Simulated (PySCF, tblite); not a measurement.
# CH₄Cl₃N₂Si₂ radical: geometry, infrared bands and EPR parameters

What infrared bands and EPR parameters should CH₄Cl₃N₂Si₂ radical (`ClC(Cl)(Cl)[SiH]1N[SiH]N1`) show?

The runs use tblite 0.8.0 and PySCF 2.14.0, with density-fitted response routines of our own; the level of theory stands in each step. All values are computed, except where a source is named. Atoms are numbered from 0 throughout.

### Step 1. The molecule as given

12 atoms, charge 0, multiplicity 2; geometry from: force field or distance geometry start.

Bonds of the start (Å): Cl0–C1 1.77, C1–Cl2 1.77, C1–Cl3 1.79, C1–Si4 1.87, Si4–N5 1.72, N5–Si6 1.72, Si6–N7 1.72, N7–Si4 1.72, Si4–H8 1.49, N5–H9 1.02, Si6–H10 1.47, N7–H11 1.02.

### Step 2. Relaxing the molecule with GFN2-xTB

Job settings and geometry (Å):

```
{"job": {"kind": "relax", "xc": "GFN2-xTB", "basis": "xTB"}, "charge": 0, "multiplicity": 2}
Cl    -2.439100    -0.234900    -1.922300
C     -1.829400     0.233900    -0.327300
Cl    -2.728000     1.622000     0.311500
Cl    -1.995300    -1.142300     0.801000
Si    -0.015700     0.676500    -0.449000
N      1.131900    -0.570200    -0.749900
Si     2.306300     0.293500     0.164100
N      0.918500     0.876400     0.986800
H      0.282700     1.811500    -1.364300
H      0.866600    -1.379000    -0.191300
H      2.873500    -0.715600     1.076900
H      0.629200     0.145300     1.637800
```

On the command line:

```
$ OMP_NUM_THREADS=1 python probes_run.py task.json out
```

One launch serves the whole session: the jobs run in the order shown.

What it wrote:

```text
step      E/eV     max force
  0    -736.29858    4.081
  1    -736.67493    1.277
  2    -736.77105    0.765
  3    -736.84457    0.808
  4    -736.92160    0.831
  5    -737.01260    1.081
  6    -737.13384    1.090
  7    -737.27011    1.075
  8    -737.39016    0.998
  9    -737.49330    0.505
 10    -737.54158    0.931
 11    -737.61149    0.588
 12    -737.65704    0.716
 13    -737.72609    0.750
 14    -737.64583    2.183
 15    -737.78755    0.751
 16    -737.83327    0.696
 17    -737.93572    1.456
 18    -738.00194    0.407
 19    -738.04758    0.553
 20    -738.07470    0.481
 21    -738.11302    0.395
 22    -738.12194    0.734
 23    -738.13456    0.421
 24    -738.14766    0.347
 25    -738.17035    0.455
 26    -738.17910    0.343
 27    -738.19052    0.195
 28    -738.19679    0.220
 29    -738.20374    0.300
 30    -738.21029    0.302
 31    -738.21718    0.214
 32    -738.22209    0.167
 33    -738.22593    0.173
 34    -738.23170    0.246
 35    -738.24194    0.285
 36    -738.25597    0.306
 37    -738.26711    0.307
 38    -738.27347    0.247
 39    -738.27767    0.238
 40    -738.28014    0.227
 41    -738.28293    0.240
 42    -738.28758    0.229
 43    -738.29433    0.208
 44    -738.29971    0.204
 45    -738.30443    0.183
 46    -738.30778    0.182
 47    -738.31039    0.141
 48    -738.31330    0.210
 49    -738.31597    0.146
 50    -738.31760    0.152
 51    -738.31842    0.067
 52    -738.31900    0.078
 53    -738.31952    0.057
 54    -738.32002    0.046
 55    -738.32027    0.040
 56    -738.32048    0.031
 57    -738.32065    0.036
 58    -738.32083    0.044
 59    -738.32101    0.039
 60    -738.32117    0.035
 61    -738.32125    0.022
 62    -738.32127    0.010
```

Wall time 0.64 s (1 thread of Arm Neoverse V2, shared host).

Along the way: (not every step is listed)

```tsv
step	energy from step 0 (eV)	largest force (eV/Å)
0	0.0000	4.0805
1	-0.3764	1.2771
2	-0.4725	0.7649
3	-0.5460	0.8084
4	-0.6230	0.8315
5	-0.7140	1.0812
6	-0.8353	1.0897
7	-0.9715	1.0750
8	-1.0916	0.9985
12	-1.3585	0.7164
16	-1.5347	0.6959
20	-1.7761	0.4813
24	-1.8491	0.3473
28	-1.8982	0.2196
32	-1.9235	0.1665
36	-1.9574	0.3064
40	-1.9816	0.2272
44	-2.0011	0.2035
48	-2.0147	0.2102
52	-2.0204	0.0783
56	-2.0219	0.0309
57	-2.0221	0.0360
58	-2.0222	0.0441
59	-2.0224	0.0391
60	-2.0226	0.0350
61	-2.0227	0.0220
62	-2.0227	0.0097
```

Distances of close pairs at the start and the end, largest changes first:

```tsv
bond	before (Å)	after (Å)	change (Å)
Si4–Si6	2.432	2.603	+0.171
C1–Si4	1.871	1.934	+0.063
Si6–N7	1.715	1.765	+0.049
N5–Si6	1.721	1.764	+0.043
Si4–H8	1.488	1.452	-0.036
C1–Cl3	1.787	1.765	-0.023
N7–H11	1.021	1.003	-0.018
N5–H9	1.018	1.003	-0.016
```

The next job starts from the end point, and lists it.

### Step 3. Vibrational analysis with GFN2-xTB

Job settings and geometry (Å):

```
{"job": {"kind": "ir", "xc": "GFN2-xTB", "basis": "xTB"}, "charge": 0, "multiplicity": 2}
Cl    -2.435057    -0.454004    -1.709703
C     -1.708324     0.081468    -0.179476
Cl    -2.720984     1.378336     0.490675
Cl    -1.707480    -1.274970     0.949440
Si     0.073971     0.756462    -0.510202
N      1.189524    -0.525662    -0.818063
Si     2.166533    -0.289209     0.631612
N      0.958577     0.954942     0.959633
H     -0.071163     1.857515    -1.445528
H      1.317421    -1.101076    -1.629076
H      2.051147    -1.417965     1.557129
H      0.887033     1.651291     1.677534
```

What it wrote:

```text
mode    cm-1     km/mol
  1      28.4      0.11
  2      63.1      0.84
  3      80.7      0.19
  4     131.9      2.95
  5     165.8      0.62
  6     185.5     13.75
  7     242.2      6.44
  8     244.5      2.96
  9     263.2      0.61
 10     302.5    100.12
 11     409.3      5.15
 12     431.1     98.24
 13     431.4     16.93
 14     469.4     13.53
 15     489.1     14.45
 16     578.1     38.73
 17     628.8     59.77
 18     633.3      0.58
 19     690.7     59.80
 20     704.1    122.68
 21     793.5    135.62
 22     838.9     49.36
 23     849.2    158.94
 24     931.4     38.34
 25    1040.8      0.29
 26    1090.3    312.74
 27    2182.4    214.96
 28    2347.7    249.32
 29    3529.5      0.71
 30    3537.6      1.71
```

It took 0.61 s on 1 thread of Arm Neoverse V2, shared host.

The strongest bands and the atoms that carry them (share of the mass-weighted mode):

```tsv
cm⁻¹	km/mol	atoms
302	100.1	Si4 40 %, Cl0 15 %, Cl2 14 %
431	98.2	H9 40 %, H11 24 %, H10 13 %
704	122.7	H8 55 %, C1 34 %
794	135.6	Si6 22 %, N5 21 %, N7 20 %, H9 15 %
849	158.9	Si4 29 %, N5 28 %, N7 28 %
1090	312.7	H11 30 %, H9 29 %, N7 17 %, N5 16 %
2182	215.0	H10 97 %
2348	249.3	H8 97 %
```

### Step 4. g tensor and hyperfine couplings: B3LYP/pcH-1

The job, as its differences from that of step 3:

```diff
@@ -1,2 +1,2 @@
-{"job": {"kind": "ir", "xc": "GFN2-xTB", "basis": "xTB"}, "charge": 0, "multiplicity": 2}
+{"job": {"kind": "epr", "basis": "pcH-1"}, "charge": 0, "multiplicity": 2}
 Cl    -2.435057    -0.454004    -1.709703
```

Method: UKS B3LYP, pcH-1 on C Cl H N Si, non-relativistic, mean-field spin-orbit, GIAO.

What it wrote:

```text
UKS, coarse grid
  cycle   1  E = -2109.50902833  |g| = 6.29e-01
  cycle   2  E = -2109.14810147  |g| = 1.09e+00
  cycle   3  E = -2109.66112122  |g| = 9.45e-02
  cycle   4  E = -2109.66305376  |g| = 6.93e-02
  cycle   5  E = -2109.66517936  |g| = 1.43e-02
  cycle   6  E = -2109.66526788  |g| = 3.56e-03
  cycle   7  E = -2109.66527280  |g| = 6.68e-04
UKS, final grid
  cycle   1  E = -2109.66525310  |g| = 6.46e-04
  cycle   2  E = -2109.66525304  |g| = 7.54e-04
  cycle   3  E = -2109.66525328  |g| = 9.21e-05
  cycle   4  E = -2109.66525329  |g| = 3.06e-05
  cycle   5  E = -2109.66525329  |g| = 1.31e-05
E = -2109.66525329 Eh   <S^2> = 0.7518 (exact 0.7500)
g shifts (ppm)      1          2          3
  rmc          -152       -152       -152
  gc             53         49         96
  oz_so        -333        459        868
  total        -432        356        812
hyperfine (MHz)  atom isotope    a_iso     a_fc   dipolar eigenvalues
    0  35Cl       0.23       0.21     -0.72     -0.55      1.27
    1   13C      42.63      42.62     -1.53     -1.26      2.79
    2  35Cl       0.23       0.21     -0.72     -0.55      1.27
    3  35Cl      -0.02      -0.02     -0.26     -0.08      0.34
    4  29Si      -9.02      -9.02     -2.56      1.00      1.57
    5   14N       8.17       8.16     -4.39     -4.03      8.41
    6  29Si    -646.98    -647.84   -133.79     63.19     70.60
    7   14N       8.18       8.16     -4.38     -4.02      8.40
    8    1H      -2.87      -2.87     -1.22     -1.05      2.28
    9    1H      -5.49      -5.50     -6.20     -2.58      8.78
   10    1H     274.80     274.80     -5.97     -0.34      6.31
   11    1H      -5.49      -5.50     -6.19     -2.58      8.77
```

Run time: 1.9 min. Hardware: 1 thread of Arm Neoverse V2, shared host; peak memory 1.1 GiB.

Principal g values 2.00189, 2.00268, 2.00313; g(iso) = 2.00256, against 2.00232 for a free electron.

Hyperfine couplings; where a row names several nuclei, a(iso) is their mean (it holds for fast rotation or exchange) and the dipolar term the largest among them:

```tsv
nuclei	isotope	a(iso) (MHz)	a(iso) (G, at g = 2.0023)	largest dipolar term (MHz)
Si6	29Si	-647.0	-230.9	-133.8
H10	1H	274.8	98.1	6.3
C1	13C	42.6	15.2	2.8
Si4	29Si	-9.0	-3.2	-2.6
N5, N7	14N	8.2	2.9	8.4
H9, H11	1H	-5.5	-2.0	8.8
H8	1H	-2.9	-1.0	2.3
Cl0, Cl2, Cl3	35Cl	0.1	0.1	1.3
```

Mulliken spin populations:

```tsv
atom	value (e)
Cl0	0.00
C1	0.01
Cl2	0.00
Cl3	0.00
Si4	0.02
N5	0.06
Si6	0.72
N7	0.06
H8	0.00
H9	0.00
H10	0.13
H11	0.00
```

In first order the couplings over 0.8 MHz of 1H, 14N give 60 distinct lines over 114.7 G, if the averaged nuclei exchange fast.

The fields below are evaluated on a grid from the run's orbitals.

ELF in a plane through or near 4 of the atoms.

Ten even steps from ' ' (0.00) to '@' (0.96):
```
                                                        
                                                        
                                                        
                    ::::..          ......              
                  ==%%%%##..      --******==::..        
                  ++@@@@%%--    ..++%%@@%%##++==..      
      ..::..    ..++%%%%##==..  ..++%%++--::%%%%++..    
    ::****++----==####**%%**--    ::##::%%++@@@@##--..  
  ::++%%@@%%++::==%%%%##%%##==::----**##==**@@%%**::    
  ==##@@@@@@..####..++====::::##@@%%++**++--::..        
  ==%%@@@@@@..%%%%..::::::....##@@%%::++--..            
  ::**@@@@%%==....##%%%%%%##==--**++**%%##%%%%%%++..    
    --####**==--++%%##**%%##==..  ::**--==::@@@@##--..  
      --==::....::++##%%##++::    ==%%--++--%%%%**::    
                  ++%%@@%%--    ..**@@@@%%####++::      
                  ++%%@@##::    ..==##%%##**--::        
                  ..==++--        ..::::::..            
                                                        
                                                        
                                                        
```
The map spans 10.5 Å across and 9.5 Å up, centred on the molecule. Atoms in the plane (x, y in Å): Cl0 (2.7, -1.4), C1 (1.7, 0.0), Cl2 (2.7, 1.4), Si6 (-2.3, 0.0).

On the surface of density 0.002 e/bohr³ the electrostatic potential runs, from the 1st to the 99th percentile, from -0.68 V near Cl3 to 1.74 V near H11.

The spin density lies nearest to Si6 62 %; H10 18 %; N5, N7 about 7 % each.

### Step 5. Summary of results

```
                                 quantity                    value
strongest single infrared mode (GFN2-xTB)    1090 cm⁻¹, 313 km/mol
             zero-point energy (GFN2-xTB)            34.8 kcal/mol
                           g(iso) (B3LYP)                  2.00256
                                     ⟨S²⟩       0.752 (exact 0.75)
       largest a(iso) (averaged by class)  29Si on Si6, -647.0 MHz
    surface potential, 1st and 99th percentile       -0.68 V and 1.74 V
```

What this shows: Relaxing lowered the energy by 2.023 eV in 62 steps; the close pair that moved most is Si4–Si6, from 2.432 to 2.603 Å. No mode is imaginary among the 30: a minimum at this level. The strongest single mode, at 1090 cm⁻¹, is carried by H11, H9, N7, N5. GFN2-xTB is a fitted tight-binding method: band positions and strengths are rough. Its intensities can rank the bands wrongly. Si6 carries the largest spin population, 0.72 e. The isotropic g lies 0.2 ppt above the free-electron value.
